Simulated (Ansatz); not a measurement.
A nudged elastic band was laid between two geometries of a periodic cell of 13 atoms, NaRu₁₂ (host Ru, host structure hcp, interstitial Na).

These are results of Ansatz, DFT PBE-D3(BJ), scalar-relativistic, plane waves, PAW, not measurements. Settings: cutoff 420 eV, k mesh 4x3x4, gaussian smearing 0.15 eV, no spin polarisation.

* movable images: 7
* climbing image: yes
* spring: 2.0 to 10.0 eV/Å², energy-weighted
* optimiser: quadratic models (default)
* start path: IDPP
* force threshold: 0.03 eV/Å
* iteration limit: 61
* end points: relaxed

First end point:

```xyz
13
Lattice="5.4000 0.0000 0.0000 -4.0500 7.0148 0.0000 0.0000 0.0000 4.2768" Properties=species:S:1:pos:R:3
Ru 0.124 -0.067 0.117
Ru 0.093 1.604 1.994
Ru -1.183 2.664 0.134
Ru -1.318 3.945 2.214
Ru -2.776 4.606 -0.013
Ru -2.696 6.220 2.318
Ru 2.569 -0.387 0.304
Ru 2.583 1.732 1.707
Ru 1.363 2.291 -0.235
Ru 1.352 3.885 2.144
Ru 0.113 4.688 -0.023
Ru 0.123 6.073 2.095
Na 3.652 0.909 3.337
```

Last end point:

```xyz
13
Lattice="5.4000 0.0000 0.0000 -4.0500 7.0148 0.0000 0.0000 0.0000 4.2768" Properties=species:S:1:pos:R:3
Ru 0.131 -0.060 -0.116
Ru 0.098 1.611 2.283
Ru -1.178 2.672 -0.134
Ru -1.312 3.953 2.064
Ru -2.771 4.614 0.015
Ru -2.690 6.227 1.959
Ru 2.575 -0.381 -0.304
Ru 2.590 1.738 2.569
Ru 1.369 2.298 0.235
Ru 1.358 3.892 2.135
Ru 0.119 4.696 0.024
Ru 0.130 6.080 2.182
Na 3.660 0.915 5.214
```

**Question.** What changes between the two ends?

**Answer.** The atom that moves furthest is Na13, by 1.88 Å; four of its nearest neighbours are Ru7 2.10, Ru8 2.12, Ru3 2.13, Ru12 2.29 Å at the first end and Ru7 2.10, Ru8 2.12, Ru3 2.13, Ru12 2.29 Å at the last.

**Question.** What energy profile does the band end with?

**Answer.** The forces met the threshold. The highest image is number 4 of 0 to 8, 1.29 eV above the ends, which have the same energy within 2 meV. By the program's own check the climbing image is of a kind that is not told: the force calls were inconclusive, a negative curvature could not be distinguished from the path's own, the only one lies far off the path, or fixed occupations may fill a level only in part (lowest curvatures found: -5.70 and 0.33 eV/Å²). Limits of this set-up: coarse k mesh, a small cell, in which the defect meets its images.

| image | path coordinate (Å) | energy (eV) |
| --- | --- | --- |
| 0 | 0.00 | 0.00 |
| 1 | 0.58 | 0.29 |
| 2 | 0.89 | 0.80 |
| 3 | 1.13 | 1.16 |
| 4 | 1.35 | 1.29 |
| 5 | 1.57 | 1.16 |
| 6 | 1.80 | 0.81 |
| 7 | 2.12 | 0.29 |
| 8 | 2.69 | 0.00 |

**Question.** What is the geometry of the highest image?

**Answer.** 
```xyz
13
Lattice="5.4000 0.0000 0.0000 -4.0500 7.0148 0.0000 0.0000 0.0000 4.2768" Properties=species:S:1:pos:R:3
Ru 0.246 -0.109 0.000
Ru 0.032 1.588 2.139
Ru -1.198 2.897 0.000
Ru -1.324 4.010 2.139
Ru -2.876 4.596 0.000
Ru -2.764 6.167 2.138
Ru 2.529 -0.536 0.000
Ru 2.652 1.546 2.139
Ru 1.388 2.280 0.000
Ru 1.326 3.820 2.139
Ru 0.149 4.750 0.000
Ru 0.052 6.237 2.138
Na 3.827 0.964 4.277
```

Time of the run: 12 min on 4 threads of Intel(R) Xeon(R) Platinum 8488C (Sapphire Rapids) (shared host), peak memory 2.7 GiB.
